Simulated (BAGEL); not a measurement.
# One shape, several levels: C2H3NOSi (SMILES N#C[SiH2]C=O)

Wanted: a comparison of 4 runs (B3LYP/6-31G*, B3LYP/cc-pVDZ, PBE0/cc-pVDZ, RI-MP2/cc-pVDZ) of C2H3NOSi. 

The calculation is run with BAGEL 1.2.2.

**1. Starting point**

The species is C2H3NOSi (8 atoms), meant as a singlet with charge 0. SMILES: `N#C[SiH2]C=O`. The coordinates come from a GFN2-xTB relaxation. This is one conformer, not always the lowest.

Bond lengths: N1–C2 1.146 Å, C2–Si3 1.867 Å, Si3–C4 1.925 Å, C4–O5 1.203 Å, Si3–H6 1.463 Å, Si3–H7 1.457 Å, C4–H8 1.112 Å. Angles: N1–C2–Si3 179.8°, C2–Si3–C4 103.9°, Si3–C4–O5 123.3°, C2–Si3–H6 107.0°, C2–Si3–H7 109.2°, C4–Si3–H6 108.5°, C4–Si3–H7 111.4°, Si3–C4–H8 117.3°, O5–C4–H8 119.4°, H6–Si3–H7 116.1°.

**2. A single-point energy at B3LYP/6-31G(d) (density fitting with qzvpp-jkfit, spherical functions) (run 1)**

dft.json

```json
{ "bagel": [

{
  "title": "molecule",
  "basis": "6-31gs.json",
  "df_basis": "qzvpp-jkfit",
  "angstrom": true,
  "geometry": [
    { "atom": "N", "xyz": [      -1.618340,      -1.453970,       1.783830 ] },
    { "atom": "C", "xyz": [      -0.852400,      -0.757080,       1.293620 ] },
    { "atom": "Si", "xyz": [       0.399020,       0.378190,       0.498650 ] },
    { "atom": "C", "xyz": [       0.157160,       0.086150,      -1.388330 ] },
    { "atom": "O", "xyz": [       1.066670,      -0.132910,      -2.144340 ] },
    { "atom": "H", "xyz": [      -0.007570,       1.747870,       0.811940 ] },
    { "atom": "H", "xyz": [       1.736510,      -0.006750,       0.928760 ] },
    { "atom": "H", "xyz": [      -0.881050,       0.138500,      -1.784120 ] }
  ]
},

{
  "title": "ks",
  "xc_func": "b3lyp"
},

{
  "title": "print",
  "file": "orbitals.molden",
  "orbitals": true
}

]}
```

The basis set 6-31G* is read from a file made from the Basis Set Exchange's data (not shown).

The run is started by

```bash
$ BAGEL_NUM_THREADS=1 BAGEL dft.json > dft.out
```

Output:

```text
* using 1 threads per process

  ===============================================================
  ===============================================================

  *** Geometry ***

  { "atom" : "N", "xyz" : [     -3.058219,     -2.747605,      3.370950 ] },
  { "atom" : "C", "xyz" : [     -1.610803,     -1.430674,      2.444588 ] },
  { "atom" : "Si", "xyz" : [      0.754039,      0.714676,      0.942312 ] },
  { "atom" : "C", "xyz" : [      0.296989,      0.162800,     -2.623563 ] },
  { "atom" : "O", "xyz" : [      2.015714,     -0.251163,     -4.052215 ] },
  { "atom" : "H", "xyz" : [     -0.014305,      3.302996,      1.534344 ] },
  { "atom" : "H", "xyz" : [      3.281528,     -0.012756,      1.755102 ] },
  { "atom" : "H", "xyz" : [     -1.664943,      0.261727,     -3.371498 ] },

  Number of auxiliary basis functions:      486

  Since a DF basis is specified, we compute 2- and 3-index integrals:
    o Being stored without compression. Storage requirement is 0.025 GB

  Number of basis functions:       80
  Number of electrons      :       44

    * METHOD: MOLECULE                             0.21

  *** Kohn-Sham DFT ***

    * Removing 14313 points whose weight is below 1.00e-10
    * Grid points: 104935

  === Nuclear Repulsion ===
   179.8758260419

       - DIIS with orbital gradients will be used.

  === KS iteration (b3lyp / 6-31gs.json) ===
      0       -464.78530912          0.12476095           0.31
      1       -384.18376154          0.20869968           0.29
      2       -402.25153889          0.20188255           0.31
      3       -436.78992560          0.18295616           0.31
      4       -482.25662255          0.11045942           0.31
      5       -492.71258532          0.08593613           0.31
[... 18 lines of this table left out ...]
     24       -497.43536084          0.00000001           0.29
     25       -497.43536084          0.00000000           0.29
    * SCF iteration converged.

    * Permanent dipole moment:
           (   -0.349665,    -0.963105,     0.047395) a.u.

    * METHOD: KS                                   8.29

    * METHOD: PRINT                                0.01

  ===============================================================
```

Wall time 9 s (1 thread of Arm Neoverse V2, shared host); peak memory 0.41 GiB.

**3. The energy at B3LYP/cc-pVDZ (density fitting with qzvpp-jkfit) (run 2)**

job.json

```json
{ "bagel": [

{
  "title": "molecule",
  "basis": "cc-pvdz.json",
  "df_basis": "qzvpp-jkfit",
  "angstrom": "true",
  "geometry": [
    { "atom": "N", "xyz": [   -1.618340,   -1.453970,    1.783830 ] },
    { "atom": "C", "xyz": [   -0.852400,   -0.757080,    1.293620 ] },
    { "atom": "Si", "xyz": [    0.399020,    0.378190,    0.498650 ] },
    { "atom": "C", "xyz": [    0.157160,    0.086150,   -1.388330 ] },
    { "atom": "O", "xyz": [    1.066670,   -0.132910,   -2.144340 ] },
    { "atom": "H", "xyz": [   -0.007570,    1.747870,    0.811940 ] },
    { "atom": "H", "xyz": [    1.736510,   -0.006750,    0.928760 ] },
    { "atom": "H", "xyz": [   -0.881050,    0.138500,   -1.784120 ] }
  ]
},
{
  "title": "ks",
  "xc_func": "b3lyp"
},
{
  "title": "print",
  "file": "orbitals.molden",
  "orbitals": "true"
}

]}
```

The basis set cc-pVDZ is read from a file made from the Basis Set Exchange's data (not shown).

The run is started by

```bash
$ BAGEL_NUM_THREADS=1 BAGEL job.json > job.out
```

Output:

```text
* using 1 threads per process

  ===============================================================
  ===============================================================

  *** Geometry ***

  { "atom" : "N", "xyz" : [     -3.058219,     -2.747605,      3.370950 ] },
  { "atom" : "C", "xyz" : [     -1.610803,     -1.430674,      2.444588 ] },
  { "atom" : "Si", "xyz" : [      0.754039,      0.714676,      0.942312 ] },
  { "atom" : "C", "xyz" : [      0.296989,      0.162800,     -2.623563 ] },
  { "atom" : "O", "xyz" : [      2.015714,     -0.251163,     -4.052215 ] },
  { "atom" : "H", "xyz" : [     -0.014305,      3.302996,      1.534344 ] },
  { "atom" : "H", "xyz" : [      3.281528,     -0.012756,      1.755102 ] },
  { "atom" : "H", "xyz" : [     -1.664943,      0.261727,     -3.371498 ] },

  Number of auxiliary basis functions:      486

  Since a DF basis is specified, we compute 2- and 3-index integrals:
    o Being stored without compression. Storage requirement is 0.031 GB

  Number of basis functions:       89
  Number of electrons      :       44

    * METHOD: MOLECULE                             0.21

  *** Kohn-Sham DFT ***

    * Removing 14313 points whose weight is below 1.00e-10
    * Grid points: 104935

  === Nuclear Repulsion ===
   179.8758260419

       - DIIS with orbital gradients will be used.

  === KS iteration (b3lyp / cc-pvdz.json) ===
      0       -465.91043224          0.08791877           0.34
      1       -385.12146901          0.18200651           0.34
      2       -403.23642656          0.23981237           0.34
      3       -470.30651408          0.08085375           0.33
      4       -444.04643684          0.12193316           0.33
      5       -488.37224690          0.07961181           0.38
[... 24 lines of this table left out ...]
     30       -497.46723533          0.00000003           0.34
     31       -497.46723533          0.00000001           0.33
    * SCF iteration converged.

    * Permanent dipole moment:
           (   -0.368068,    -0.934516,     0.057832) a.u.

    * METHOD: KS                                  11.32

    * METHOD: PRINT                                0.01

  ===============================================================
```

Wall time 12 s (1 thread of Arm Neoverse V2, shared host); peak memory 0.44 GiB.

Run 3 isn't shown in full; the table further down has it.

**4. A single-point energy at RI-MP2/cc-pVDZ (density fitting with qzvpp-jkfit) (run 4)**

job.json

```json
{ "bagel" : [

{
  "title" : "molecule",
  "basis" : "cc-pvdz.json",
  "df_basis" : "qzvpp-jkfit",
  "angstrom" : "true",
  "geometry" : [
    { "atom" : "N", "xyz" : [   -1.618340,   -1.453970,    1.783830 ] },
    { "atom" : "C", "xyz" : [   -0.852400,   -0.757080,    1.293620 ] },
    { "atom" : "Si", "xyz" : [    0.399020,    0.378190,    0.498650 ] },
    { "atom" : "C", "xyz" : [    0.157160,    0.086150,   -1.388330 ] },
    { "atom" : "O", "xyz" : [    1.066670,   -0.132910,   -2.144340 ] },
    { "atom" : "H", "xyz" : [   -0.007570,    1.747870,    0.811940 ] },
    { "atom" : "H", "xyz" : [    1.736510,   -0.006750,    0.928760 ] },
    { "atom" : "H", "xyz" : [   -0.881050,    0.138500,   -1.784120 ] }
  ]
},
{ "title" : "hf", "charge" : 0 },
{ "title" : "mp2", "charge" : 0, "ncore" : 9 }

]}
```

The basis set cc-pVDZ is read from a file made from the Basis Set Exchange's data (not shown).

The run is started by

```bash
$ BAGEL_NUM_THREADS=1 BAGEL job.json > job.out
```

Output:

```text
* using 1 threads per process

  ===============================================================
  ===============================================================

  *** Geometry ***

  { "atom" : "N", "xyz" : [     -3.058219,     -2.747605,      3.370950 ] },
  { "atom" : "C", "xyz" : [     -1.610803,     -1.430674,      2.444588 ] },
  { "atom" : "Si", "xyz" : [      0.754039,      0.714676,      0.942312 ] },
[... 4 lines of this table left out ...]
  { "atom" : "H", "xyz" : [     -1.664943,      0.261727,     -3.371498 ] },

  Number of auxiliary basis functions:      486

  Since a DF basis is specified, we compute 2- and 3-index integrals:
    o Being stored without compression. Storage requirement is 0.031 GB

  Number of basis functions:       89
  Number of electrons      :       44

    * METHOD: MOLECULE                             0.21

  *** RHF ***

  === Nuclear Repulsion ===
   179.8758260419

      * DIIS with orbital gradients will be used.

  === RHF iteration (cc-pvdz.json) ===
      0       -495.45972921          0.01690415           0.06
      1       -495.55917113          0.01613881           0.06
      2       -495.70928570          0.00183891           0.06
[... 14 lines of this table left out ...]
     17       -495.71359071          0.00000001           0.06
    * SCF iteration converged.

    * Permanent dipole moment:
           (   -0.298269,    -1.040209,    -0.091904) a.u.

    * METHOD: HF                                   1.24

  *** RHF ***

  === Nuclear Repulsion ===
   179.8758260419

      * DIIS with orbital gradients will be used.

  === RHF iteration (cc-pvdz.json) ===
      0       -495.71359071          0.00000001           0.06
    * SCF iteration converged.

    * Permanent dipole moment:
           (   -0.298269,    -1.040209,    -0.091904) a.u.

  === DF-MP2 calculation ===

    * freezing 9 orbitals
    * 3-index integral transformation done
    * assembly done

      MP2 correlation energy:   -0.6760923568      0.04

      MP2 total energy:       -496.3896830697

    * METHOD: MP2                                  0.17

  ===============================================================
```

It took 1.9 s on 1 thread of Arm Neoverse V2, shared host; peak memory 0.12 GiB.

**5. All runs side by side**

| run | level | frozen core orbitals | energy (Eh) | dipole moment (D) | HOMO energy (eV) | LUMO energy (eV) | wall time |
| --- | --- | --- | --- | --- | --- | --- | --- |
| 1 | B3LYP/6-31G* (density fitting with qzvpp-jkfit, spherical functions) | – | -497.435361 | 2.61 | -7.19 | -2.12 | 9 s |
| 2 | B3LYP/cc-pVDZ (density fitting with qzvpp-jkfit) | – | -497.467235 | 2.56 | -7.18 | -2.16 | 12 s |
| 3 | PBE0/cc-pVDZ (density fitting with qzvpp-jkfit) | – | -497.087038 | 2.58 | -7.46 | -1.97 | 12 s |
| 4 | RI-MP2/cc-pVDZ (density fitting with qzvpp-jkfit) | 9 | -496.389683 | – | – | – | 1.9 s |

**6. Summary of results**

```
                                          quantity          value
                               run 4: total energy  -496.38968 Eh
run 4: correlation energy (9 core orbitals frozen)     -676.1 mEh
```

What this shows: Over runs 1, 2, 3 the dipole moment (its size) runs from 2.56 D (B3LYP/cc-pVDZ) to 2.61 D (B3LYP/6-31G*). Over runs 1, 2, 3 the HOMO–LUMO gap runs from 5.02 eV (B3LYP/cc-pVDZ) to 5.49 eV (PBE0/cc-pVDZ). Totals of different functionals can't be ranked against each other. All runs together took 35 s, the longest 12 s.
